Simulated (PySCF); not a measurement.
# ReO3Br: forces at shaken geometries

How stiff is ReO3Br? Its atoms are displaced at random by several amounts. It is a constructed species; whether it can be made isn't addressed.

Program: PySCF 2.14.0. Level of theory: B3LYP, Re def2-SVP with ECP60, O def2-SVP, Br def2-SVP; scalar-relativistic core potentials, no spin–orbit coupling. These are calculated values, not measurements.

3 further runs of the same task are left out: 2 for a known fault of the program, 1 that didn't finish.

### 1 Where the work starts

5 atoms, charge 0, spin multiplicity 1.

Bond lengths: Re1–O2 1.704 Å, Re1–O3 1.704 Å, Re1–O4 1.704 Å, Re1–Br5 2.411 Å. Angles: O2–Re1–O3 109.3°, O2–Re1–O4 109.3°, O2–Re1–Br5 109.7°, O3–Re1–O4 109.3°, O3–Re1–Br5 109.7°, O4–Re1–Br5 109.7°.

As a file:

```
Re    0.27653   -0.27653    0.27653
O     1.26284    0.70216    1.26284
O    -0.70216   -1.26284    1.26284
O     1.26284   -1.26284   -0.70216
Br   -1.11523    1.11523   -1.11523
```

Formal oxidation states: Re +7. An earlier session relaxed this geometry at B3LYP, Re def2-SVP with ECP60, O def2-SVP, Br def2-SVP (singlet, point group C3v).

Its energy there is -2877.815034 Eh.

### 2 Atoms moved at random, σ = 0.1 Å

run.py (the lines that set the calculation) reads:

```python
mol = gto.M(atom='''
Re     0.33286    -0.12544     0.43080
O      1.30857     0.60880     1.21915
O     -0.76457    -1.24202     1.29741
O      1.26060    -1.30091    -0.69963
Br    -1.15264     1.07474    -1.26292''',
    basis={'Re': 'def2-SVP', 'O': 'def2-SVP', 'Br': 'def2-SVP'},
    ecp={'Re': 'def2-SVP'},
    charge=0, spin=0)
mf = dft.RKS(mol, xc='B3LYP')
mf.grids.atom_grid = (50, 194)
mf = mf.density_fit()  # fitting sets: Re def2-universal-JKFIT, O def2-universal-JKFIT, Br def2-universal-JKFIT
mf.conv_tol = 1e-08; mf.max_cycle = 55
mf.kernel(dm0)  # dm0: the density of the relaxed state
```

The run is started by

```sh
> OMP_NUM_THREADS=2 python run.py
```

### 3 Atoms moved at random, σ = 0.15 Å

run.py (the lines that set the calculation) reads:

```python
mol = gto.M(atom='''
Re     0.42904    -0.45766     0.41448
O      1.20412     0.78759     1.39335
O     -0.85449    -1.36780     1.15087
O      1.26768    -1.12666    -0.66997
Br    -1.06154     1.17972    -1.30390''',
    basis={'Re': 'def2-SVP', 'O': 'def2-SVP', 'Br': 'def2-SVP'},
    ecp={'Re': 'def2-SVP'},
    charge=0, spin=0)
mf = dft.RKS(mol, xc='B3LYP')
mf.grids.atom_grid = (50, 194)
mf = mf.density_fit()  # fitting sets: Re def2-universal-JKFIT, O def2-universal-JKFIT, Br def2-universal-JKFIT
mf.conv_tol = 1e-08; mf.max_cycle = 55
mf.kernel(dm0)  # dm0: the density of the relaxed state
```

### 4 Atoms moved at random, σ = 0.15 Å

run.py (the lines that set the calculation) reads:

```python
mol = gto.M(atom='''
Re     0.28692    -0.27060     0.41709
O      1.05396     0.64555     1.22566
O     -0.58018    -1.12213     1.25386
O      1.44262    -1.40122    -0.70156
Br    -1.21851     1.16358    -1.21022''',
    basis={'Re': 'def2-SVP', 'O': 'def2-SVP', 'Br': 'def2-SVP'},
    ecp={'Re': 'def2-SVP'},
    charge=0, spin=0)
mf = dft.RKS(mol, xc='B3LYP')
mf.grids.atom_grid = (50, 194)
mf = mf.density_fit()  # fitting sets: Re def2-universal-JKFIT, O def2-universal-JKFIT, Br def2-universal-JKFIT
mf.conv_tol = 1e-08; mf.max_cycle = 55
mf.kernel(dm0)  # dm0: the density of the relaxed state
```

**Question.** What will these runs give? Wanted: for each run, σ; energy rise; harmonic estimate −½ F·u; largest force component.

**Answer**, as computed:

| σ (Å) | energy rise (eV) | harmonic estimate −½ F·u (eV) | largest force component (eV/Å) |
| --- | --- | --- | --- |
| 0.1 | 3.896 | 4.305 | 19.93 |
| 0.15 | 2.583 | 2.267 | 11.64 |
| 0.15 | 6.781 | 7.804 | 37.69 |

Every displacement raises the energy. For a harmonic well the rise equals −½ F·u; the two differ by at most 15 % here (a move with σ = 0.15 Å), from anharmonicity, the grid and the small forces left at the relaxed point. These are double-zeta-type bases without diffuse functions. Spin–orbit coupling is left out.
